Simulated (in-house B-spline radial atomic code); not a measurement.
# Mn¹⁵⁺: excited configurations

Aim: the energies of several excited configurations of Mn¹⁵⁺ above a reference configuration, each from its own self-consistent run.

Method: Dirac-Hartree-Fock, average of configuration, Fermi nucleus, basis-set limit. Code: in-house B-spline radial atomic code version 1.

### 1 The atom as given

| Property | Result |
| --- | --- |
| element | manganese (Z = 25) |
| charge | +15 |
| electrons | 10 |
| configuration | [He] 2s2 2p6 |
| Hamiltonian | Dirac-Coulomb |
| nucleus | Fermi, rms radius 3.706 fm |

Outer shells as boxes (Hund's rule):

[He] 2s2 2p6
```
[He] core
2s [↑↓]
2p [↑↓][↑↓][↑↓]
```

Input settings:

```ini
Z = 25
electrons = 10.0
configuration = [He] 2s2 2p6
hamiltonian = dirac
method = hf
spin_polarised = False
nucleus = fermi
rms_radius = 3.7057
mass_number = 55
atomic_mass = 54.93804304
speed_of_light = 137.035999084
```

From the earlier run of the reference: total energy -1053.869124 hartree. Levels, eight at most:

```csv
orbital,occupation,energy (eV),<r> (bohr)
1s1/2,2,-7089.33,0.06081
2s1/2,2,-1260.80,0.2735
2p1/2,2,-1146.09,0.2400
2p3/2,4,-1135.12,0.2427
```

### 2 Configuration [He] 2s1 2p6 3p1

Input settings:

```ini
Z = 25
electrons = 10.0
configuration = [He] 2s1 2p6 3p1
hamiltonian = dirac
method = hf
spin_polarised = False
nucleus = fermi
rms_radius = 3.7057
mass_number = 55
atomic_mass = 54.93804304
speed_of_light = 137.035999084
```

### 3 Configuration [He] 2s1 2p6 4s1

Settings: those of step 2 with these lines changed.

```diff
@@ -2,3 +2,3 @@
 electrons = 10.0
-configuration = [He] 2s1 2p6 3p1
+configuration = [He] 2s1 2p6 4s1
 hamiltonian = dirac
```

### 4 [He] 2s1 2p6 5p1

Settings: those of step 3 with these lines changed.

```diff
@@ -2,3 +2,3 @@
 electrons = 10.0
-configuration = [He] 2s1 2p6 4s1
+configuration = [He] 2s1 2p6 5p1
 hamiltonian = dirac
```

### 5 Configuration [He] 2s2 2p5 5d1

Settings: those of step 4 with these lines changed.

```diff
@@ -2,3 +2,3 @@
 electrons = 10.0
-configuration = [He] 2s1 2p6 5p1
+configuration = [He] 2s2 2p5 5d1
 hamiltonian = dirac
```

### 6 Run with [He] 2s2 2p5 5p1

Settings: those of step 5 with these lines changed.

```diff
@@ -2,3 +2,3 @@
 electrons = 10.0
-configuration = [He] 2s2 2p5 5d1
+configuration = [He] 2s2 2p5 5p1
 hamiltonian = dirac
```

How far above the reference does each configuration lie (order and size, in eV)?

**Answer**, as computed:

| net move | configuration | energy above the reference (eV) | with Breit, QED, recoil (eV) | largest <r> (bohr) |
| --- | --- | --- | --- | --- |
| 2s → 3p | [He] 2s1 2p6 3p1 | 813.46 | 812.74 | 0.680 |
| 2p → 5p | [He] 2s2 2p5 5p1 | 985.04 | 984.43 | 2.11 |
| 2p → 5d | [He] 2s2 2p5 5d1 | 992.61 | 991.98 | 2.09 |
| 2s → 4s | [He] 2s1 2p6 4s1 | 1005.15 | 1004.37 | 1.29 |
| 2s → 5p | [He] 2s1 2p6 5p1 | 1108.08 | 1107.25 | 2.11 |

Quantum defects of the promoted electron, δ = n − ζ/√(−2ε) with ζ = 16 and ε its orbital energy in hartree:

| promotion | δ |
| --- | --- |
| 2s → 3p | 0.203 |
| 2p → 5p | 0.192 |
| 2p → 5d | 0.066 |
| 2s → 4s | 0.372 |
| 2s → 5p | 0.190 |

**Reading.** The energies run from 813.46 eV (2s → 3p) to 1108.08 eV (2s → 5p). Of those tabulated, the defect is largest for 4s (0.37) and least for 5d (0.07); at this charge much of the defect is relativistic. Two partly filled shells share a symmetry and can mix in the average, which may lower the energy, for: 2p → 5p; 2s → 4s. These are averages over configurations, without correlation, not spectroscopic levels.
